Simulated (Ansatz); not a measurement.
Write a Python script for the Ansatz DFT code, driven from Python that makes energies of removing a hydrogen of CH3BrGe, SMILES [CH3][Ge][Br]. Settings (for the species named): CAM-B3LYP, 6-31G* basis, multiplicity 1.

```xyz
6

C    -0.4216    0.3776   -0.2863
Ge    0.2265   -0.3962    1.3214
Br    1.9700   -1.7970    0.7598
H     0.4051    1.0210   -0.7953
H    -1.3131    1.0857   -0.0569
H    -0.8248   -0.3551   -0.9889
```

Script `run_bde.py`:
```python
# -*- coding: utf-8 -*-
import ansatz
from ase import Atoms

params = {
    "basis": "6-31G*",
    "functional": "CAM-B3LYP",
}


def energy_of(molecule, charge=0, unpaired=0):
    calc = (
        molecule.calculation()
        .basis(gaussian=params["basis"])
        .functional(params["functional"])
    )
    if charge:
        calc = calc.charge(charge)
    if unpaired:
        calc = calc.spin("collinear", total=unpaired)
    return calc.run().report["free_energy_ev"]

def without(molecule, index):
    rest = ansatz.Crystal.molecule()
    for i, site in enumerate(molecule.cartesian_sites):
        if i != index:
            rest = rest.atom(site.symbol, site.position_ang)
    return rest

atoms = Atoms(["C", "Ge", "Br", "H", "H", "H"], positions=[
    [-0.4216, 0.3776, -0.2863],
    [0.2265, -0.3962, 1.3214],
    [1.97, -1.797, 0.7598],
    [0.4051, 1.021, -0.7953],
    [-1.3131, 1.0857, -0.0569],
    [-0.8248, -0.3551, -0.9889],
])
system = ansatz.Crystal.molecule_from_ase(atoms)

whole = energy_of(system, 0)
hydrogen = energy_of(ansatz.Crystal.molecule().atom("H", (0, 0, 0)), 0, 1)
print(f"E(molecule) = {whole:.5f} eV, E(H) = {hydrogen:.5f} eV")
for index in [5]:
    radical = energy_of(without(system, index), 0, 1)
    print(f"H{index}: homolysis {23.060548 * (radical + hydrogen - whole):.1f} kcal/mol")
```

```console
$ python run_bde.py
E(molecule) = -127641.17538 eV, E(H) = -13.51936 eV
H5: homolysis 107.2 kcal/mol
```

What to keep in mind:
- Total energies depend on the basis set; only differences at equal settings carry meaning.
- The geometry is a force-field or estimated start, not a minimum of this method, and the basis set is short of its limit. All parts are taken at fixed geometry, without zero-point energy.
- The expectation value of S² is noticeably off S(S+1) in at least one run, so that state is spin-contaminated.
- The spin-orbit lowering of heavy atoms is left out.
- The whole script took 16 s on 1 thread of Arm Neoverse V1 (shared host), peak memory 0.34 GiB.
